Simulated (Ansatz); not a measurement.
# FH3SSiSn: the cost of one run

The runs use Ansatz 0.2.0, Gaussian basis; the settings change from run to run.

1 further run of the same task is left out (for a known fault of the program).

## Step 1: The geometry

The geometry comes from an earlier relaxation with PBE0-D4 in a triple-zeta def2 set; it is a stationary point, not always the lowest conformer. Sn takes a core potential in def2 sets; no spin-orbit term is included.

SMILES `F[SiH]1[S][SnH2]1`, 7 atoms, charge 0, spin multiplicity 1.

Atoms are counted from 1 here; the program's logs count them from 0.

Bond lengths: F1–Si2 1.594 Å, Si2–S3 2.077 Å, Si2–Sn4 2.475 Å, Si2–H5 1.477 Å, S3–Sn4 2.536 Å, Sn4–H6 1.701 Å, Sn4–H7 1.702 Å. Angles: F1–Si2–S3 118.0°, F1–Si2–Sn4 119.2°, F1–Si2–H5 106.1°, S3–Si2–Sn4 67.0°, S3–Si2–H5 119.6°, Sn4–Si2–H5 123.3°, Si2–S3–Sn4 64.0°, Si2–Sn4–S3 49.0°, Si2–Sn4–H6 123.1°, Si2–Sn4–H7 125.1°, S3–Sn4–H6 107.5°, S3–Sn4–H7 108.1°, H6–Sn4–H7 110.9°.

## Step 2: r2SCAN50/ANO-RCC-VTZP

Set apart from the defaults: a grid of angular degree 23, D3(BJ) with three-body dispersion.

File in.yaml:

```yaml
crystal:
  periodic: [false, false, false]
  atoms:
    - {symbol: F, position_ang: [0.194923, -1.436700, 1.994103]}
    - {symbol: Si, position_ang: [0.477301, -1.047247, 0.474257]}
    - {symbol: S, position_ang: [-1.116544, -1.095932, -0.856445]}
    - {symbol: Sn, position_ang: [-0.171993, 1.199200, -0.336928]}
    - {symbol: H, position_ang: [1.749745, -1.704559, 0.111548]}
    - {symbol: H, position_ang: [-1.419779, 2.117249, 0.366513]}
    - {symbol: H, position_ang: [0.347546, 1.899889, -1.798848]}
basis:
  gaussian: {orbitals: ANO-RCC-VTZP, final_grid: {core_spheres: 8, valence_spheres: 7, degree: 23}}
hamiltonian: {xc: {name: r2SCAN50}, dispersion: d3bjatm}
```

Command:

```console
> ansatz run in.yaml --threads 2 --pin off --events-out ev --progress --plain --max-ram 4352MiB
```

Q: Estimate wall time and peak memory on 2 threads of Intel Xeon 6975P-C, shared host.

About 11 s, with a peak of 0.78 GiB.
